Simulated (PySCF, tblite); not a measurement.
# C5H9FSi: geometry, infrared bands and NMR shifts

Aim: predict the infrared bands and NMR shifts of C5H9FSi (`C/C=C1\[SiH2]C[C@H]1F`).

Computed with tblite 0.8.0 and PySCF 2.14.0, with density-fitted response routines of our own, on a single molecule in the gas phase. Atoms are numbered from 0 throughout.

### Step 1. Starting geometry

16 atoms, charge 0, multiplicity 1; geometry from: force field or distance geometry start.

Bonds of the start (Å): C0–C1 1.50, C1–C2 1.33, C2–Si3 1.87, Si3–C4 1.88, C4–C5 1.58, C5–F6 1.36, C5–C2 1.56, C0–H7 1.10, C0–H8 1.09, C0–H9 1.09, C1–H10 1.09, Si3–H11 1.47, Si3–H12 1.50, C4–H13 1.09, C4–H14 1.09, C5–H15 1.10.

### Step 2. Relaxing the molecule with GFN2-xTB

Job settings and geometry (Å):

```
{"job": {"kind": "relax", "xc": "GFN2-xTB", "basis": "xTB"}, "charge": 0, "multiplicity": 1}
C      2.517000    -0.037700     0.446300
C      1.282100    -0.738000    -0.052900
C      0.062500    -0.232900    -0.181200
Si    -0.787800     1.417700     0.074800
C     -2.137200     0.108200     0.177400
C     -1.267900    -0.878500    -0.690600
F     -1.507500    -0.822000    -2.025700
H      2.322200     1.014600     0.710500
H      3.289200    -0.060100    -0.323100
H      2.892700    -0.541000     1.341300
H      1.425500    -1.788200    -0.319300
H     -0.800900     2.269300    -1.121200
H     -0.463400     2.054500     1.389600
H     -3.081900     0.388600    -0.296900
H     -2.343200    -0.235400     1.189000
H     -1.409200    -1.910300    -0.329400
```

Run with:

```
> OMP_NUM_THREADS=1 python probes_run.py task.json out
```

One launch serves the whole session: the jobs run in the order shown.

**Question.** This job is followed by: GFN2-xTB harmonic vibrations, gas phase; GIAO PBE0/pcSseg-1 NMR shielding, non-relativistic, gas phase. What will the session give for the following? strongest single infrared mode (GFN2-xTB); zero-point energy (GFN2-xTB); ¹³C shifts against TMS (PBE0/pcSseg-1); ¹H shifts against TMS (PBE0/pcSseg-1, means over atoms taken as alike); ²⁹Si shifts against TMS (PBE0/pcSseg-1); ¹⁹F shifts against CFCl3 (PBE0/pcSseg-1).

As calculated:

| quantity | value |
| --- | --- |
| strongest single infrared mode (GFN2-xTB) | 2257 cm⁻¹, 413 km/mol |
| zero-point energy (GFN2-xTB) | 76.1 kcal/mol |
| ¹³C shifts against TMS (PBE0/pcSseg-1) | 152.2, 148.0, 94.2, 24.1, 17.9 ppm |
| ¹H shifts against TMS (PBE0/pcSseg-1, means over atoms taken as alike) | 6.94, 5.57, 4.98, 4.69, 1.92, 1.86, 1.76 ppm |
| ²⁹Si shifts against TMS (PBE0/pcSseg-1) | -62.4 ppm |
| ¹⁹F shifts against CFCl3 (PBE0/pcSseg-1) | -165.6 ppm |

**Reading.** The optimisation took 106 steps and gained 0.437 eV; among the close pairs (by a distance rule), C2–C5 changed most, from 1.564 to 1.513 Å. No mode is imaginary among the 42: a minimum at this level. The strongest single mode, at 2257 cm⁻¹, moves mainly H12. GFN2-xTB is a fitted tight-binding method: band positions and strengths are rough. Its intensities can rank the bands wrongly. H10 (hydrogen on an alkene CH) lies farthest downfield among hydrogen, at 6.94 ppm; attached to an sp2 carbon and in the plane of the double bond. At PBE0/pcSseg-1: The largest span, 247 ppm, is at C1, where the paramagnetic term is -220 ppm.
